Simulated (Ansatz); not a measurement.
**SiGe2 (triplet): the correlation ladder at a displaced geometry (v1), cc-pVDZ**

An exercise on one series of results from a longer session: the logs are not shown, and one member is left open.

The runs use Ansatz 0.2.0, Gaussian basis; cc-pVDZ, core rule «outside noble gas», up to 33 orbitals frozen.

The runs, in order: UHF; CCSD(T) on ROHF; CCSD(T) on UHF; BCCD(T) on ROHF; CISD; CCSDT(Q) on ROHF; CCSDT(Q) on UHF.

34 further runs of the same task are left out: 21 that didn't finish, 13 set aside as unsound or not needed.

**The geometry**

The geometry is a PBE0/def2-TZVP stationary point (not a proven minimum) with its atoms shifted at random (size 0.040 Å). No spin-orbit coupling is included. The filled d shell of Ge may be among the frozen orbitals whatever the setting's name suggests; the logs give the count.

3 atoms, charge 0, spin multiplicity 3.

Atoms are counted from 1 here; the program's logs count them from 0.

Bond lengths: Ge1–Ge2 2.464 Å, Ge1–Si3 2.345 Å, Ge2–Si3 2.280 Å. Angles: Ge2–Ge1–Si3 56.5°, Ge1–Ge2–Si3 59.1°, Ge1–Si3–Ge2 64.4°.

Geometry (Å):

```xyz
3

Ge   -0.00729    0.32486    1.23999
Ge   -0.00812    0.30871   -1.22437
Si    0.03984   -1.63866   -0.04038
```

The first run:

Input file in.yaml:

```yaml
crystal:
  periodic: [false, false, false]
  atoms:
    - {symbol: Ge, position_ang: [-0.007286, 0.324857, 1.239986]}
    - {symbol: Ge, position_ang: [-0.008119, 0.308714, -1.224373]}
    - {symbol: Si, position_ang: [0.039845, -1.638660, -0.040383]}
basis:
  gaussian: {orbitals: cc-pVDZ}
magnetization: {spin_polarized: true, initial_magnetization: 2}
hamiltonian: {xc: hf}
output: {orbitals: {seedname: orbitals}}
```

Command:

```bash
ansatz run in.yaml --threads 1 --pin off --events-out ev --progress --plain --max-ram 2393MiB
```

Steps of the session up to this table: UHF; CCSD(T) on ROHF; CCSD(T) on UHF; BCCD(T) on ROHF; CISD; CCSDT(Q) on ROHF; CCSDT(Q) on UHF.

One of the session's tables, all rows but one given; the rest of the session is left out.

```
   method  from RCCSDT(Q) (meV)
     ROHF               +7657.9
      UHF                     ?
     RMP2               +1226.8
     UMP2               +1281.2
     CISD               +1380.8
    RCCSD                +564.9
    UCCSD                +556.0
 RCCSD(T)                 +87.0
 UCCSD(T)                 +85.0
  BCCD(T)                 +81.6
   RCCSDT                 +52.8
   UCCSDT                 +48.3
RCCSDT(Q)                     0
UCCSDT(Q)                  -6.4
```

Q: Estimate the row for UHF from the others.

The run gave: from RCCSDT(Q) (meV): +7507.7. In the column «from RCCSDT(Q) (meV)» it lies between CISD (+1380.8) and ROHF (+7657.9).

To keep in mind: Restricted and unrestricted rows rest on different reference determinants; where their highest levels disagree by more than a few hundredths of an eV, they describe different states and don't form one ladder.
